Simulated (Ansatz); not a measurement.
Task: cell relaxations under several functionals of LiCaF3, space group Pm-3m, with the Python package of Ansatz (0.2.0). Give the script and its output. Use (first run): r2SCAN, PAW, cutoff 470 eV, 4×4×4 k-points, fixed occupations, D4 dispersion.

```
Li Ca F
1.0
     3.76124    0.00000    0.00000
     0.00000    3.76124    0.00000
     0.00000    0.00000    3.76124
Li Ca F
1 1 3
Direct
  0.50000 0.50000 0.50000
  0.00000 0.00000 0.00000
  0.00000 0.50000 0.50000
  0.50000 0.50000 0.00000
  0.50000 0.00000 0.50000
```

The script, `licaf3.py`:
```python
"""How the lattice of LiCaF3 depends on the functional."""

import logging
import sys
import warnings

import ansatz as az
import numpy as np

logging.basicConfig(stream=sys.stdout, format="[%(levelname)s] %(message)s")
logger = logging.getLogger("ansatz_job")
logger.setLevel(logging.INFO)

def edges_and_angles(cell):
    cell = np.asarray(cell)
    a, b, c = np.linalg.norm(cell, axis=1)
    cosines = cell[1] @ cell[2] / (b * c), cell[0] @ cell[2] / (a * c), cell[0] @ cell[1] / (a * b)
    return (a, b, c, *np.degrees(np.arccos(cosines)))

warnings.simplefilter("ignore", az.DeckWarning)

licaf3 = (
    az.Lattice.from_parameters(3.761244, 3.761244, 3.761244, alpha=90.0, beta=90.0, gamma=90.0)
    .atom("Li", (0.5, 0.5, 0.5))
    .atom("Ca", (0.0, 0.0, 0.0))
    .atom("F", (0.0, 0.5, 0.5))
    .atom("F", (0.5, 0.5, 0.0))
    .atom("F", (0.5, 0.0, 0.5))
)

job = (
    licaf3.calculation()
    .basis(470)
    .kpoints(4, 4, 4)
    .occupations("fixed")
    .relax(cell=True, force_tolerance=0.005, max_steps=60)
)

levels = [("r2scan", "d4"), ("pbe", "none"), ("pbesol", "none"), ("pbe", "d3bj")]
logger.info("level            a       b       c    alpha   beta  gamma  V/atom  steps")
for name, dispersion in levels:
    seen = []
    run = job.functional(name, dispersion=dispersion).session().plan()
    res = run.execute(on_event=lambda e: seen.append(e) if e["event"] == "relax_step" else None)
    cell = res.lattice.cell_ang
    label = name if dispersion == "none" else f"{name}+{dispersion}"
    print("{:13s} {:7.4f} {:7.4f} {:7.4f} {:6.2f} {:6.2f} {:6.2f}".format(label, *edges_and_angles(cell)), f"{abs(np.linalg.det(cell)) / len(res.lattice.sites):7.3f} {len(seen):5d}")
```

Output of `python licaf3.py`:
```text
[INFO] level            a       b       c    alpha   beta  gamma  V/atom  steps
r2scan+d4      3.6872  3.6872  3.6872  90.00  90.00  90.00  10.026     7
pbe            3.7612  3.7612  3.7612  90.00  90.00  90.00  10.642     2
pbesol         3.6951  3.6951  3.6951  90.00  90.00  90.00  10.090     5
pbe+d3bj       3.7200  3.7200  3.7200  90.00  90.00  90.00  10.295     5
```

From smallest to largest: r2SCAN+D4 (10.03 Å³ an atom, -5.8 % against the start), PBEsol (10.09 Å³ an atom, -5.2 % against the start), PBE+D3BJ (10.30 Å³ an atom, -3.3 % against the start) and PBE (10.64 Å³ an atom, +0.0 % against the start). The spread is 6.1 % in volume.

The cutoff lies under the one recommended for these potentials in some of the runs. Forces vanish by symmetry, so the ions can't move, and the end may be a saddle. This cell is a computed structure, which may not be the phase found in nature. The script silences the warnings on its input, which a real study should read. Wall time of the script: 19 s on 1 thread of Intel(R) Xeon(R) Platinum 8488C (Sapphire Rapids) (shared host), peak memory 0.48 GiB.

(Lines on the test bed's own set-up are left out of the output.)
